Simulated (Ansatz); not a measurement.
# Sc3Al: the cost of one run

Program: Ansatz 0.2.0. Level of theory: DFT r2SCAN, scalar-relativistic, plane waves, PAW. These are calculated values, not measurements.

1 further run of the same task is left out (set aside as unsound or not needed).

## (1) The system as given

It takes space group Pm-3m (No. 221, cubic). Conventional cell: a = 4.427 Å, b = 4.427 Å, c = 4.427 Å, α = 90.00°, β = 90.00°, γ = 90.00°. Around Sc (site symmetry 4/mmm) lie 8 Sc at 3.13 Å and 4 Al at 3.13 Å. Al (site symmetry m-3m) is surrounded by 12 Sc at 3.13 Å.

Coordinates:

```
Sc Al
1.0
     4.42690    0.00000    0.00000
     0.00000    4.42690    0.00000
     0.00000    0.00000    4.42690
Sc Al
3 1
Direct
  0.50000 0.00000 0.50000
  0.00000 0.50000 0.50000
  0.50000 0.50000 0.00000
  0.00000 0.00000 0.00000
```

It goes back to an entry of the Materials Project, which need not be the stable form.

This cell was relaxed beforehand with the same method: volume 21.69 Å³/atom, gap on the mesh none (metal).

## (2) Electronic structure at the relaxed geometry

input.yaml reads:

```yaml
crystal:
  lattice:
    - [4.4269043427, 0.0, 0.0]
    - [0.0, 4.4269043427, 0.0]
    - [0.0, 0.0, 4.4269043427]
  atoms:
    - { symbol: Sc, position: [0.5, 0.0, 0.5] }
    - { symbol: Sc, position: [0.0, 0.5, 0.5] }
    - { symbol: Sc, position: [0.5, 0.5, 0.0] }
    - { symbol: Al, position: [0.0, 0.0, 0.0] }
basis:
  ecutwfc: 500
kpoints:
  mp_grid: { grid: [10, 10, 10] }
  band_path:
    path:
      - [[0.0, 0.0, 0.0], [0.0, 0.5, 0.0], [0.5, 0.5, 0.0], [0.0, 0.0, 0.0], [0.5, 0.5, 0.5], [0.0, 0.5, 0.0]]
      - [[0.5, 0.5, 0.5], [0.5, 0.5, 0.0]]
    npoints: 14
hamiltonian:
  xc: r2scan
scf:
  occupations: { method: gaussian, width: 0.1 }
  n_extra_bands: 10
output:
  forces: true
  stress: true
  eigenvalues: true
  populations: true
  dos: { projected: true, de: 0.02, nscf_kmesh: { grid: [15, 15, 15] } }
  bader: true
```

Command:

```console
> ansatz run input.yaml --threads 1 --pin off --max-ram 2560MiB --backend cpu --events-out ev --progress --plain --runs-dir out
```

**Question.** How long does this run take on 1 thread of Arm Neoverse V2, shared host, and how much memory does it need?

About 63 s, with a peak of 0.6 GiB.
